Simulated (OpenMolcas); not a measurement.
# GeH2 (SMILES [GeH2]): levels of theory compared

We compute a comparison of 6 runs (HF/STO-3G, HF/def2-SVP, B2PLYP/STO-3G, B3LYP/6-31G*, RI-MP2/def2-QZVP) of GeH2. 

The calculation is run with OpenMolcas 26.06.

10 further runs of the same task are left out: 4 that didn't finish, 6 set aside as unsound or not needed.

## Step 1: The system as given

The species is GeH2 (3 atoms), meant as a singlet with charge 0. SMILES: `[GeH2]`. Geometry: relaxed at PBE0-D4/def2-TZVP.

Bond lengths: Ge1–H2 1.595 Å, Ge1–H3 1.594 Å. Angles: H2–Ge1–H3 90.6°.

## Step 2: Energy and gradient at HF/STO-3G (run 1)

Contents of test.input:

```
* GeH2 Hartree-Fock

&gateway
  baslib=$CurrDir
  coord
  3
  angstrom
  Ge      -0.570100       0.405100      -0.263700
  H        0.783000       0.743600       0.509000
  H       -0.212900      -1.148700      -0.245300
  basis=STO-3G
  group=NoSym

&seward

&scf
  thresholds=1e-10 1e-07 1e-07 1e-05
  prorbitals=0

&alaska
```

The basis set STO-3G is read from a file made from the Basis Set Exchange's data (not shown).

Started as:

```sh
$ export MOLCAS_MEM=1860
$ pymolcas test.input > test.log
```

What it wrote:

```text
--- Start Module: gateway ---
[...]
--- Stop Module: gateway /rc=_RC_ALL_IS_WELL_ ---
[...]
      Basis functions           20
[...]
--- Start Module: scf ---
[...]
       Convergence after  10 Iterations
[...]
::    Total SCF energy                              -2052.8209780446
[...]
      Total spin, S                                     0.0000000000
[...]
      Total electronic charge=   34.000000
      Total            charge=   -0.000000
[...]
      Dipole Moment (debye):
      Origin of the operator (angstrom)=   -0.5474    0.3890   -0.2532
                   X=  2.4241E-01               Y= -1.7240E-01               Z=  1.1211E-01           Total=  3.1789E-01
      Quadrupole Moment (debye*angstrom):
[...]
--- Stop Module: scf /rc=_RC_ALL_IS_WELL_ ---
--- Start Module: alaska ---
[...]
 *              Molecular gradients               *
 **************************************************
  Irreducible representation: a
 ------------------------------------------------------------------------------------------
                              X                       Y                       Z
 ------------------------------------------------------------------------------------------
  GE1              -4.72489379689920E-02    3.35557116844569E-02   -2.18570835485119E-02
  H2                3.68147993812942E-02    8.26924918929905E-03    2.09171938834549E-02
  H3                1.04341385876914E-02   -4.18249608737540E-02    9.39889665053609E-04
 ------------------------------------------------------------------------------------------
--- Stop Module: alaska /rc=_RC_ALL_IS_WELL_ ---
[...]
```

Run time: 1.9 s. Hardware: 1 thread of Arm Neoverse V2, shared host; peak memory 0.37 GiB.

## Step 3: Energy and gradient at HF/def2-SVP (run 2)

Contents of mol.input:

```
* GeH2 Hartree-Fock

&gateway
  baslib=$CurrDir
  coord
  3
  angstrom
  Ge      -0.570100       0.405100      -0.263700
  H        0.783000       0.743600       0.509000
  H       -0.212900      -1.148700      -0.245300
  basis=def2-SVP
  group=NoSym

&seward

&scf
  thresholds=1e-10 1e-07 1e-07 1e-05
  prorbitals=1 2

&alaska
```

The basis set def2-SVP is read from a file made from the Basis Set Exchange's data (not shown).

Started as:

```sh
$ export MOLCAS_MEM=1860
$ pymolcas mol.input > mol.log
```

What it wrote:

```text
--- Start Module: gateway ---
[...]
--- Stop Module: gateway /rc=_RC_ALL_IS_WELL_ ---
[...]
      Basis functions           42
[...]
--- Start Module: scf ---
[...]
       Convergence after   9 Iterations
[...]
::    Total SCF energy                              -2076.2115339048
[...]
      Total spin, S                                     0.0000000000
[...]
      Total electronic charge=   34.000000
      Total            charge=   -0.000000
[...]
      Dipole Moment (debye):
      Origin of the operator (angstrom)=   -0.5474    0.3890   -0.2532
                   X=  2.9339E-02               Y= -2.1106E-02               Z=  1.3541E-02           Total=  3.8595E-02
      Quadrupole Moment (debye*angstrom):
[...]
--- Stop Module: scf /rc=_RC_ALL_IS_WELL_ ---
--- Start Module: alaska ---
[...]
 *              Molecular gradients               *
 **************************************************
  Irreducible representation: a
 ------------------------------------------------------------------------------------------
                              X                       Y                       Z
 ------------------------------------------------------------------------------------------
  GE1              -6.26013235115774E-03    4.42703732177741E-03   -2.89802911623571E-03
  H2                3.49212109551367E-03   -1.54384497408100E-03    1.72117418662898E-03
  H3                2.76801125564186E-03   -2.88319234769574E-03    1.17685492960803E-03
 ------------------------------------------------------------------------------------------
--- Stop Module: alaska /rc=_RC_ALL_IS_WELL_ ---
[...]
```

Run time: 2 s. Hardware: 1 thread of Arm Neoverse V2, shared host; peak memory 0.37 GiB.

Runs 3 to 5 aren't shown in full; the table further down has their settings and results.

## Step 4: A single-point energy at RI-MP2/def2-QZVP (Cholesky decomposition) (run 6)

Contents of run.inp:

```
* GeH2 RI-MP2

&GATEWAY
 BASLIB=$CurrDir
 BASISSET
 Ge.def2-QZVP....
 Ge1 -0.570100 0.405100 -0.263700 angstrom
 End of Basis
 BASISSET
 H.def2-QZVP....
 H2 0.783000 0.743600 0.509000 angstrom
 H3 -0.212900 -1.148700 -0.245300 angstrom
 End of Basis

&SEWARD
 HIGH

&SCF
 PRORBITALS=1 2

&MBPT2
 FROZEN=9
```

The basis set def2-QZVP is read from a file made from the Basis Set Exchange's data (not shown).

Started as:

```sh
$ export MOLCAS_MEM=1860
$ pymolcas run.inp > run.log
```

What it wrote:

```text
--- Start Module: gateway ---
[...]
--- Stop Module: gateway /rc=_RC_ALL_IS_WELL_ ---
[...]
      Basis functions          135
[...]
--- Start Module: scf ---
[...]
       Convergence after   9 Iterations
[...]
::    Total SCF energy                              -2076.5184904106
[...]
      Total spin, S                                     0.0000000000
[...]
      Total electronic charge=   34.000000
      Total            charge=   -0.000000
[...]
      Dipole Moment (debye):
      Origin of the operator (angstrom)=   -0.5474    0.3890   -0.2532
                   X= -4.0545E-02               Y=  2.8558E-02               Z= -1.8783E-02           Total=  5.3031E-02
      Quadrupole Moment (debye*angstrom):
[...]
--- Stop Module: scf /rc=_RC_ALL_IS_WELL_ ---
[...]
--- Start Module: mbpt2 ---
[...]
WARNING!
Default frozen orbitals as non valence orbitals is overwritten by user input.
Default values:  14
[...]
       Reference weight ( Cref**2 )         =        0.92666
::    Total MBPT2 energy                            -2076.8153678529
[...]
--- Stop Module: mbpt2 /rc=_RC_ALL_IS_WELL_ ---
[...]
```

Wall time 18 s (1 thread of Arm Neoverse V2, shared host).

## Step 5: The series

| run | level | task | frozen core orbitals | energy (Eh) | dipole moment (D) of the reference | HOMO energy (eV) | LUMO energy (eV) | wall time |
| --- | --- | --- | --- | --- | --- | --- | --- | --- |
| 1 | HF/STO-3G | gradient | – | -2052.820978 | 0.32 | -6.31 | 4.70 | 1.9 s |
| 2 | HF/def2-SVP | gradient | – | -2076.211534 | 0.04 | -9.18 | 0.20 | 2 s |
| 3 | B2PLYP/STO-3G | energy | 9 | -2053.804808 | 0.33 | -4.81 | 1.95 | 2.6 s |
| 4 | B3LYP/6-31G* (spherical functions) | gradient | – | -2077.909718 | 0.13 | -6.70 | -3.27 | 5.1 s |
| 5 | B3LYP/6-31G* (Cartesian functions) | gradient | – | -2077.914999 | 0.13 | -6.69 | -3.27 | 6 s |
| 6 | RI-MP2/def2-QZVP (Cholesky decomposition) | energy | 9 | -2076.815368 | 0.05 | -9.22 | 0.00 | 18 s |

## Step 6: Outcome

```
                                          quantity           value
                               run 6: total energy  -2076.81537 Eh
         run 6: dipole moment (mean-field density)          0.05 D
        run 6: HOMO energy (Hartree–Fock orbitals)        -9.22 eV
        run 6: LUMO energy (Hartree–Fock orbitals)         0.00 eV
      run 6: HOMO–LUMO gap (Hartree–Fock orbitals)         9.22 eV
run 6: correlation energy (9 core orbitals frozen)      -296.9 mEh
```

In words: Over runs 1, 2, 3, 4, 5 the dipole moment (its size) runs from 0.04 D (HF/def2-SVP) to 0.33 D (B2PLYP/STO-3G). The two ends differ in method and basis. A double hybrid's value is that of its SCF part. Over runs 1, 2, 3, 4, 5 the HOMO–LUMO gap runs from 3.42 eV (B3LYP/6-31G*) to 11.01 eV (HF/STO-3G). For B2PLYP the log adds the whole second-order term; the table takes 0.27 of it, as the functional is defined. Totals of different functionals can't be ranked against each other. In runs 1, 3 the basis is minimal, so the values are rough. All runs together took 35 s, the longest 18 s.
